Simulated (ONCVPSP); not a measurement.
# Tellurium: generating and testing an ONCV potential

Aim: build the potential from the settings below, then test how well it stands in for the atom: other configurations, scattering, ghost states and the plane-wave cutoff that it needs.

Program: ONCVPSP 4.0.1.1 (patched build). Reference atom: PBE, scalar-relativistic, spherical and spin-unpolarised. All values are calculated.

### Step 1. The design

The settings as typed:

```
element                 : tellurium (Te, Z = 52)
type                    : optimised norm-conserving Vanderbilt (ONCV)
frozen core             : [Kr]
valence charge          : 16
reference configuration : 4d10 5s2 5p4
partial waves           : 5s: rc 1.60 bohr, ncon 4, nbas 8, qcut 3.6 1/bohr, 2 projectors, debl 2.7 Ha; 5p: rc 2.35 bohr, ncon 5, nbas 10, qcut 4.2 1/bohr, 2 projectors, debl 2.9 Ha; 4d: rc 0.95 bohr, ncon 4, nbas 7, qcut 10.9 1/bohr, 2 projectors, debl 0.7 Ha
local potential         : polynomial inside 0.80 bohr (lpopt 5, dvloc0 0 Ha)
core correction         : polynomial model core, fcfact 0.25
```

The outer shells as boxes (Hund's rule for the drawing; the calculation is spin-unpolarised):

```
[Kr] core
4d [↑↓][↑↓][↑↓][↑↓][↑↓]
5s [↑↓]
5p [↑↓][↑ ][↑ ]
```

### Step 2. Generating the potential

Te.dat

```
# ATOM AND REFERENCE CONFIGURATION
# atsym  z   nc   nv     iexc    psfile
  Te 52.00    8    3        4      upf
#
#   n    l    f
    1    0    2.00
    2    0    2.00
    2    1    6.00
    3    0    2.00
    3    1    6.00
    3    2   10.00
    4    0    2.00
    4    1    6.00
    4    2   10.00
    5    0    2.00
    5    1    4.00
#
# PSEUDOPOTENTIAL AND OPTIMIZATION
# lmax
    2
#
#   l,   rc,      ep,       ncon, nbas, qcut
    0    1.60    0.00    4    8    3.60
    1    2.35    0.00    5   10    4.20
    2    0.95    0.00    4    7   10.90
#
# LOCAL POTENTIAL
# lloc, lpopt,  rc(5),   dvloc0
    4    5    0.80    0.00
#
# VANDERBILT-KLEINMAN-BYLANDER PROJECTORs
# l, nproj, debl
    0    2    2.70
    1    2    2.90
    2    2    0.70
#
# MODEL CORE CHARGE
# icmod, fcfact, rcfact
    1    0.25    0.00
#
# LOG DERIVATIVE ANALYSIS
# epsh1, epsh2, depsh
   -3.00    5.00    0.02
#
# OUTPUT GRID
# rlmax, drl
    6.00    0.01
#
# TEST CONFIGURATIONS
# ncnf
    4
# nvcnf
#   n    l    f
    3
    4    2   10.00
    5    0    2.00
    5    1    3.00
#
    3
    4    2   10.00
    5    0    2.00
    5    1    2.00
#
    3
    4    2   10.00
    5    0    2.00
    5    1    1.00
#
    3
    4    2   10.00
    5    0    1.00
    5    1    4.00
#
```

On the command line:

```console
$ oncvpsp.x < Te.dat > Te.out
```

Q: Predict the outcome of this session. Wanted: cutoffs for 1 and 0.1 mHa per electron, occupied waves; bound ghosts; GHOST(+) flags; largest test error; largest phase difference near zero energy, channels read; rms error of d²Exc/dn², without and with the model core; projector energies reset by the program.

As calculated:

| quantity | value |
| --- | --- |
| cutoffs for 1 and 0.1 mHa per electron, occupied waves | 53 Ha and 65 Ha |
| bound ghosts | s at -304.95 eV, p at -152.70 eV |
| GHOST(+) flags | s at 96 eV |
| largest test error (AE − PS) | -16 meV, for 4d10 5s2 5p1 |
| largest phase difference near zero energy, channels read | 0.001 rad |
| rms error of d²Exc/dn², without and with the model core | 4.97 and 1.20 mHa |
| projector energies reset by the program | d: -1.531, 0.250 Ha |

In words: It has a bound ghost (s, p), a state that the atom doesn't have, and that rules the file out. By total energies transferability is good: the largest error is 16 meV on 54.6 eV, for 4d10 5s2 5p1. Atomic tests can pass in spite of a ghost, since they solve only for the levels asked. By its cutoff, 53 Ha for the looser tolerance, it is hard. At the looser tolerance the 4d wave is the slowest; 5s needs 12 Ha. Near zero energy the phases of the channels with partial waves agree within 0.001 rad. The program also flags highly localised states, GHOST(+) (s). These are tests on the free atom; a crystal test is still owed.
